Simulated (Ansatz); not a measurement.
# NiO (Fm-3m): equation of state

How stiff is NiO (Fm-3m)? Energies and pressures are computed at volumes on both sides of the relaxed cell and fitted.

Computed with Ansatz 0.2.0 (DFT PBE, scalar-relativistic, plane waves, PAW, unless a step's input says otherwise).

Spin polarisation is switched off on purpose; where the compound carries moments, volume, stiffness and gap are then not the real material's.

### 1 The structure to begin with

It takes space group Fm-3m (No. 225, cubic). Conventional cell: a = 4.159 Å, b = 4.159 Å, c = 4.159 Å, α = 90.00°, β = 90.00°, γ = 90.00°. Ni (site symmetry m-3m) has 6 O at 2.08 Å as nearest neighbours. Around O (site symmetry m-3m) lie 6 Ni at 2.08 Å.

As a file:

```cif
data_structure
_symmetry_space_group_name_H-M 'Fm-3m'
_symmetry_Int_Tables_number 225
_cell_length_a 4.1592
_cell_length_b 4.1592
_cell_length_c 4.1592
_cell_angle_alpha 90.000
_cell_angle_beta 90.000
_cell_angle_gamma 90.000
_cell_volume 71.95
loop_
_atom_site_label
_atom_site_type_symbol
_atom_site_symmetry_multiplicity
_atom_site_Wyckoff_symbol
_atom_site_fract_x
_atom_site_fract_y
_atom_site_fract_z
_atom_site_occupancy
Ni1 Ni 4 a 0.00000 0.00000 0.00000 1
O1 O 4 b 0.00000 0.50000 0.00000 1
```

This cell comes from an earlier session at PBE: 8.994 Å³/atom at 0.00 GPa, on a 14×14×14 mesh.

Volume factors to run: 0.980, 1.020, 0.960, 1.040.

### 2 Volume × 0.980

Input file input.yaml:

```yaml
crystal:
  lattice:
    - [1.4606491166, 0.8433061607, 2.3852168937]
    - [-1.4606491166, 0.8433061607, 2.3852168937]
    - [0.0, -1.6866123213, 2.3852168937]
  atoms:
    - { symbol: Ni, position: [1.0, 0.0, 0.0] }
    - { symbol: O, position: [0.5, 0.5, 0.5] }
basis:
  ecutwfc: 420
  ecutrho_ratio: 4
kpoints:
  mp_grid: { grid: [14, 14, 14] }
hamiltonian:
  xc: pbe
scf:
  occupations: { method: gaussian, width: 0.05 }
output:
  forces: true
  stress: true
  eigenvalues: true
relax:
  f_tol: 0.01
  max_steps: 40
  cell: { stress_tol: 0.1, fix: [volume] }
```

Started as:

```sh
$ ansatz run input.yaml --threads 1 --pin off --max-ram 2560MiB --backend cpu --events-out ev --progress --plain --runs-dir out
```

The runs that follow: Scaling the volume by 1.020; Volume × 0.960; At 1.040 of the relaxed volume.

Q: Predict the outcome of this session. Wanted: V0; B0; B0′; scatter of the fit.

The runs gave:

| quantity | value |
| --- | --- |
| V0 | 8.993 Å³/atom |
| B0 | 205 GPa |
| B0′ | 4.9 |
| scatter of the fit | 0.003 meV/atom |

What this shows: The fitted minimum lies at 8.99 Å³/atom, and the bulk modulus is 205 GPa, a stiff solid. One per cent of compression takes about 2.1 GPa. These are values at 0 K without zero-point motion. Spin polarisation wasn't allowed in this run.
